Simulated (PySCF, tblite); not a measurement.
**C₄H₁₀BFN₂: geometry, infrared bands and NMR shifts**

Wanted: the infrared bands and NMR shifts of C₄H₁₀BFN₂ (`CC#[N+][B@H-](F)NCC`), by calculation.

The runs use tblite 0.8.0 and PySCF 2.14.0, with density-fitted response routines of our own; the level of theory stands in each step. All values are computed, except where a source is named. Atoms are numbered from 0 throughout.

## Step 1: The starting structure

18 atoms, charge 0, multiplicity 1; geometry from: force field or distance geometry start.

Bonds of the start (Å): C0–C1 1.48, C1–N2 1.16, N2–B3 1.49, B3–F4 1.48, B3–N5 1.51, N5–C6 1.45, C6–C7 1.52, C0–H8 1.12, C0–H9 1.09, C0–H10 1.10, B3–H11 1.20, N5–H12 1.06, C6–H13 1.12, C6–H14 1.10, C7–H15 1.11, C7–H16 1.12, C7–H17 1.09.

## Step 2: Geometry optimisation with GFN2-xTB

The job: settings as JSON, then the geometry in Å.

```
{"job": {"kind": "relax", "xc": "GFN2-xTB", "basis": "xTB"}, "charge": 0, "multiplicity": 1}
C      3.634800     0.642300    -0.763500
C      2.373800     0.040300    -0.278900
N      1.397500    -0.461600     0.110600
B      0.139200    -1.096800     0.588700
F      0.359200    -1.681300     1.925700
N     -0.938400    -0.036500     0.625800
C     -1.738500    -0.213100    -0.569400
C     -2.810600     0.866700    -0.524300
H      4.358800    -0.146500    -1.102900
H      3.411900     1.247300    -1.644000
H      4.144900     1.195800     0.040400
H     -0.197600    -2.023500    -0.086800
H     -1.577500    -0.296000     1.436600
H     -2.255700    -1.211600    -0.562500
H     -1.130600    -0.117500    -1.484000
H     -3.374800     0.930200    -1.473600
H     -3.501700     0.568600     0.307700
H     -2.303500     1.799600    -0.260500
```

Run with:

```bash
$ OMP_NUM_THREADS=1 python probes_run.py task.json out
```

This one command runs all jobs of the session in turn.

**Question.** This job is followed by: GFN2-xTB harmonic vibrations, gas phase; GIAO PBE0/pcSseg-1 NMR shielding, non-relativistic, gas phase. What will the session give for the following? strongest single infrared mode (GFN2-xTB); zero-point energy (GFN2-xTB); ¹³C shifts against TMS (PBE0/pcSseg-1); ¹H shifts against TMS (PBE0/pcSseg-1); ¹⁵N shifts against NH3 (PBE0/pcSseg-1); ¹¹B shifts against BF3·OEt2 (PBE0/pcSseg-1); ¹⁹F shifts against CFCl3 (PBE0/pcSseg-1).

**Answer**, as computed:

```
                                   quantity                                                           value
  strongest single infrared mode (GFN2-xTB)                                           1510 cm⁻¹, 336 km/mol
               zero-point energy (GFN2-xTB)                                                   89.3 kcal/mol
     ¹³C shifts against TMS (PBE0/pcSseg-1)                                      127.3, 41.3, 21.3, 1.0 ppm
      ¹H shifts against TMS (PBE0/pcSseg-1)  6.09, 4.27, 3.20, 3.10, 2.54, 1.88, 1.88, 1.33, 1.05, 1.02 ppm
     ¹⁵N shifts against NH3 (PBE0/pcSseg-1)                                                288.1, 128.8 ppm
¹¹B shifts against BF3·OEt2 (PBE0/pcSseg-1)                                                        25.7 ppm
   ¹⁹F shifts against CFCl3 (PBE0/pcSseg-1)                                                      -134.7 ppm
```

In words: The optimisation took 286 steps and gained 1.421 eV; among the close pairs (by a distance rule), N2–B3 changed most, from 1.488 to 3.802 Å. No mode is imaginary among the 48: a minimum at this level. The strongest single mode, at 1510 cm⁻¹, moves mainly N5 and B3. Unscaled tight-binding wavenumbers are off by several per cent, some by more. Its intensities can rank the bands wrongly. The structure rearranged or came apart on optimisation; the results belong to the end geometry, not to the formula as drawn. Shifts at one fixed geometry are not the observed spectrum, which averages over the motion. At PBE0/pcSseg-1: The largest span, 498 ppm, is at N2, where the paramagnetic term is -362 ppm.
